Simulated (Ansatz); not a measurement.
# Rb2IrF6: the cost of one run

Method: DFT r²SCAN+U (U_eff = 2 eV on Ir d), plane waves, PAW, no spin–orbit coupling unless a run says so, in Ansatz 0.2.0.

### 1 The starting structure

The structure is trigonal, space group P-3m1 (No. 164). Conventional cell: a = 5.972 Å, b = 5.972 Å, c = 4.794 Å, α = 90.00°, β = 90.00°, γ = 120.00°. Rb (site symmetry 3m) has 12 F at 2.95 to 3.08 Å in its first shell of neighbours. Around Ir (site symmetry -3m) lie 6 F at 1.93 Å. Around F (site symmetry m) lie 1 Ir at 1.93 Å.

Structure file:

```cif
data_structure
_symmetry_space_group_name_H-M 'P 1'
_symmetry_Int_Tables_number 1
_cell_length_a 5.9718
_cell_length_b 5.9718
_cell_length_c 4.7939
_cell_angle_alpha 90.000
_cell_angle_beta 90.000
_cell_angle_gamma 120.000
_cell_volume 148.06
loop_
_atom_site_label
_atom_site_type_symbol
_atom_site_fract_x
_atom_site_fract_y
_atom_site_fract_z
_atom_site_occupancy
Rb1 Rb 0.66667 0.33333 0.20338 1
Rb2 Rb 0.33333 0.66667 0.79662 1
Ir1 Ir 0.00000 0.00000 0.50000 1
F1 F 0.15650 0.31300 0.27980 1
F2 F 0.68700 0.84350 0.27980 1
F3 F 0.15650 0.84350 0.27980 1
F4 F 0.31300 0.15650 0.72020 1
F5 F 0.84350 0.68700 0.72020 1
F6 F 0.84350 0.15650 0.72020 1
```

Magnetic order typed: ferromagnetic.

### 2 From atoms, symmetry kept, no search

Input file input.yaml:

```yaml
crystal:
  lattice:
    - [5.97179996, 0.0, 0.0]
    - [-2.98589998, 5.17173047, 0.0]
    - [0.0, 0.0, 4.79390014]
  atoms:
    - { symbol: Rb, position: [0.6666666667, 0.3333333333, 0.20338] }
    - { symbol: Rb, position: [0.3333333333, 0.6666666667, 0.79662] }
    - { symbol: Ir, position: [0.0, 0.0, 0.5], spin: 5.0 }
    - { symbol: F, position: [0.1565, 0.313, 0.2798] }
    - { symbol: F, position: [0.687, 0.8435, 0.2798] }
    - { symbol: F, position: [0.1565, 0.8435, 0.2798] }
    - { symbol: F, position: [0.313, 0.1565, 0.7202] }
    - { symbol: F, position: [0.8435, 0.687, 0.7202] }
    - { symbol: F, position: [0.8435, 0.1565, 0.7202] }
basis:
  ecutwfc: 500
  ecutrho_ratio: 4
kpoints:
  mp_grid: { grid: [4, 4, 4] }
hamiltonian:
  xc: r2scan
  hubbard: { sites: [{ site: 2, l: d, u_eff: 2.0 }] }
scf:
  occupations: { method: gaussian, width: 0.05 }
  lower_state_search: "off"
  max_iter: 150
output:
  forces: true
  stress: true
  eigenvalues: true
  populations: true
  hubbard: { sites: [{ site: 2, l: d }] }
magnetization:
  spin_polarized: true
```

On the command line:

```console
$ ansatz run input.yaml --threads 8 --pin off --max-ram 12288MiB --backend cpu --events-out ev --progress --plain --runs-dir out
```

What time and memory should one allow on 8 threads of Arm Neoverse V2, shared host?

About 9 s, with a peak of 1.1 GiB.
